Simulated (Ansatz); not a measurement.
**F2H2NOSi radical: small, medium and large basis sets**

One table from this session's results is given with a row withheld; the runs are named, their logs left out.

Program: Ansatz 0.2.0, Gaussian basis. Level of theory: one geometry, several basis sets. These are calculated values, not measurements.

Levels to be run: PBE0-D4/def2-SVP; ωB97M-V/def2-SVP; PBE0-D4/def2-QZVPP; ωB97M-V/def2-QZVPP; the functionals' def2-TZVPP values are taken from earlier runs.

## Structure used throughout

The geometry comes from an earlier relaxation with PBE0-D4 in a triple-zeta def2 set; it is a stationary point, not always the lowest conformer.

SMILES `N[Si]([O])(F)F`, 7 atoms, charge 0, spin multiplicity 2.

Atoms are counted from 1 here; the program's logs count them from 0.

Bond lengths: N1–Si2 1.698 Å, N1–H6 1.008 Å, N1–H7 1.008 Å, Si2–O3 1.614 Å, Si2–F4 1.576 Å, Si2–F5 1.576 Å. Angles: Si2–N1–H6 120.6°, Si2–N1–H7 120.6°, H6–N1–H7 112.2°, N1–Si2–O3 102.0°, N1–Si2–F4 110.2°, N1–Si2–F5 110.1°, O3–Si2–F4 113.7°, O3–Si2–F5 113.8°, F4–Si2–F5 107.0°.

Set-up of the first run:

in.yaml reads:

```yaml
crystal:
  periodic: [false, false, false]
  atoms:
    - {symbol: N, position_ang: [-0.337198, 0.616049, 0.733638]}
    - {symbol: Si, position_ang: [0.308801, -0.463379, -0.406417]}
    - {symbol: O, position_ang: [-0.534972, -0.096479, -1.732074]}
    - {symbol: F, position_ang: [0.112099, -1.949361, 0.079405]}
    - {symbol: F, position_ang: [1.859927, -0.230081, -0.556367]}
    - {symbol: H, position_ang: [-1.252452, 0.460679, 1.126998]}
    - {symbol: H, position_ang: [-0.095003, 1.594471, 0.709118]}
basis:
  gaussian: {orbitals: def2-SVP}
magnetization: {spin_polarized: true, initial_magnetization: 1}
hamiltonian: {xc: pbe0, dispersion: d4}
output: {orbitals: {seedname: orbitals}}
```

Among the steps run: PBE0-D4 in def2-SVP; ωB97M-V in def2-SVP; PBE0-D4 in def2-QZVPP; ωB97M-V in def2-QZVPP.

One table of the session follows, with a row left open; its other results are not shown here.

It belongs to the step «Density functionals: the series». 

| functional | basis | HOMO (eV) | LUMO (eV) |
| --- | --- | --- | --- |
| PBE0-D4 | def2-SVP | ? | ? |
| PBE0-D4 | def2-TZVPP | -8.95 | -4.85 |
| PBE0-D4 | def2-QZVPP | -9.00 | -4.91 |
| ωB97M-V | def2-SVP | -10.95 | -2.48 |
| ωB97M-V | def2-TZVPP | -11.19 | -2.79 |
| ωB97M-V | def2-QZVPP | -11.24 | -2.86 |

Q: Estimate the row for PBE0-D4, def2-SVP from the others.

**Answer.** HOMO (eV): -8.74; LUMO (eV): -4.60. In the column «HOMO (eV)» it is the highest.
